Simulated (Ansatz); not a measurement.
# Co3O4: forces, levels, charges and fields

The system is Co3O4, a distorted cell. Wanted, at the geometry given: the forces and stress that the distortion brings, and the levels of the distorted cell.

Method: DFT, m-r2SCAN, no spin polarisation, plane waves, PAW, in Ansatz 0.2.0.

## 1. Geometry

Cell: a = 5.843 Å, b = 5.702 Å, c = 5.733 Å, α = 60.71°, β = 58.55°, γ = 58.30°. First neighbours, in Å of the first eight atoms: Co1: 4 O at 1.64 to 2.05; Co2: 4 O at 1.86 to 2.03; Co3: 6 O at 1.74 to 2.11; Co4: 6 O at 1.87 to 2.08; Co5: 6 O at 1.79 to 2.08; Co6: 6 O at 1.77 to 2.17; O7: 4 Co at 1.87 to 2.08; O8: 4 Co at 1.74 to 2.17.

The coordinates stand in the input below.

Its first density is an earlier solution for the same cell, read from a checkpoint.

## 2. The calculation

input.yaml

```yaml
crystal:
  lattice:
    - [0.052719, 4.129645, 4.133297]
    - [3.936327, 0.060917, 4.125099]
    - [3.960402, 4.145522, 0.036842]
  atoms:
    - { symbol: Co, position: [0.13855, 0.119013, 0.10009] }
    - { symbol: Co, position: [0.885849, 0.865672, 0.87441] }
    - { symbol: Co, position: [0.519847, 0.484962, 0.490988] }
    - { symbol: Co, position: [0.984713, 0.507635, 0.494732] }
    - { symbol: Co, position: [0.486119, 0.516774, 0.018093] }
    - { symbol: Co, position: [0.53512, 0.002411, 0.507721] }
    - { symbol: O, position: [0.25469, 0.243748, 0.285385] }
    - { symbol: O, position: [0.322686, 0.693699, 0.724362] }
    - { symbol: O, position: [0.234025, 0.258421, 0.751603] }
    - { symbol: O, position: [0.758796, 0.274499, 0.730735] }
    - { symbol: O, position: [0.698397, 0.261204, 0.256705] }
    - { symbol: O, position: [0.706166, 0.744392, 0.760462] }
    - { symbol: O, position: [0.255931, 0.739622, 0.251817] }
    - { symbol: O, position: [0.744167, 0.728413, 0.273054] }
kpoints:
  mp_grid: { grid: [4, 4, 4], shift: [0.0, 0.5, 0.5] }
magnetization:
  spin_polarized: false
scf:
  occupations: { method: fermi_dirac }
  lower_state_search: "off"
  max_iter: 200
hamiltonian:
  pseudopotentials: { kind: paw }
  xc: mr2scan
basis:
  ecutwfc: 500
  fft_grid_basis: typed
output:
  forces: true
  stress: true
  eigenvalues: true
  bader: true
  populations: true
  elf: true
  write_potential: true
  volumetric_format: npy
  dos:
    e_range: [-12, 8]
    de: 0.05
    projected: { site_lists: { Co: [Co], O: [O] } }
checkpoint:
  read: saved_state
```

What does the calculation give? Wanted: largest force; pressure; character; Bader charges.

**Answer**, as computed:

| quantity | value |
| --- | --- |
| largest force | 5.737 eV/Å on Co6 |
| pressure | -2.2 GPa |
| character | metal |
| density of states, mean within 0.25 eV of the Fermi level | 13 per eV per cell |
| Bader charges | Co +1.21 to +1.44, O -1.03 to -0.99 e |

In words: It is a metal; within 0.25 eV of the Fermi level the density of states averages 13 per eV per cell, mostly Co d (76 %) and O p (19 %). For an open-shell oxide or halide, a metal at this level may be the functional's error. Forces reach 5.7 eV/Å, so the geometry is far from rest and the levels are not those of the relaxed cell. With forces up to 5.74 eV/Å (on Co6), a relaxation would move the atoms. The geometry is far from any minimum; its shortest contact is 1.64 Å. At -2.2 GPa the cell is stretched and would shrink, and unequal principal stresses would change its shape. Co loses most charge (+1.35 e on average) and O gains most (-1.01 e).

Keep in mind: a 3d oxide or halide that comes out metallic without a U or exact exchange, which may be an insulator in nature; no spin polarisation, so a magnetic state may lie lower; the k mesh is coarse for a cell without a gap.
